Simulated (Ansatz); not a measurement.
# ClH4OSi2: the cost of one run

Computed with Ansatz 0.2.0, Gaussian basis. Level: the settings change from run to run.

**1. The molecule**

The geometry comes from an earlier relaxation with PBE0-D4 in a triple-zeta def2 set; it is a stationary point, not always the lowest conformer.

SMILES `O[Si]([SiH3])Cl`, 8 atoms, charge 0, spin multiplicity 2.

Atoms are counted from 1 here; the program's logs count them from 0.

Bond lengths: O1–Si2 1.646 Å, O1–H5 0.960 Å, Si2–Si3 2.353 Å, Si2–Cl4 2.079 Å, Si3–H6 1.486 Å, Si3–H7 1.488 Å, Si3–H8 1.485 Å. Angles: Si2–O1–H5 118.3°, O1–Si2–Si3 107.7°, O1–Si2–Cl4 109.1°, Si3–Si2–Cl4 109.3°, Si2–Si3–H6 108.5°, Si2–Si3–H7 111.9°, Si2–Si3–H8 107.2°, H6–Si3–H7 109.8°, H6–Si3–H8 109.5°, H7–Si3–H8 109.9°.

**2. B97/def2-TZVP**

This run has atoms shaken by 0.03 Å, relativity set to none, high accuracy.

File in.yaml:

```yaml
crystal:
  periodic: [false, false, false]
  atoms:
    - {symbol: O, position_ang: [-0.243761, 0.279663, -1.899264]}
    - {symbol: Si, position_ang: [-0.470802, -0.755473, -0.686462]}
    - {symbol: Si, position_ang: [-0.062796, 0.486804, 1.243448]}
    - {symbol: Cl, position_ang: [1.022435, -2.229833, -0.864584]}
    - {symbol: H, position_ang: [-0.133579, -0.061400, -2.879945]}
    - {symbol: H, position_ang: [-1.084637, 1.593071, 1.317755]}
    - {symbol: H, position_ang: [1.238419, 1.034982, 1.293407]}
    - {symbol: H, position_ang: [-0.221781, -0.467346, 2.406561]}
basis:
  gaussian: {orbitals: def2-TZVP}
magnetization: {spin_polarized: true, initial_magnetization: 1}
hamiltonian: {xc: {name: B97}, pseudopotentials: {relativity: none}}
accuracy: high
```

Launch:

```console
> ansatz run in.yaml --threads 4 --pin off --events-out ev --progress --plain --max-ram 10444MiB
```

Q: Estimate wall time and peak memory on 4 threads of Arm Neoverse V2, shared host.

About 31 s, with a peak of 1.4 GiB.
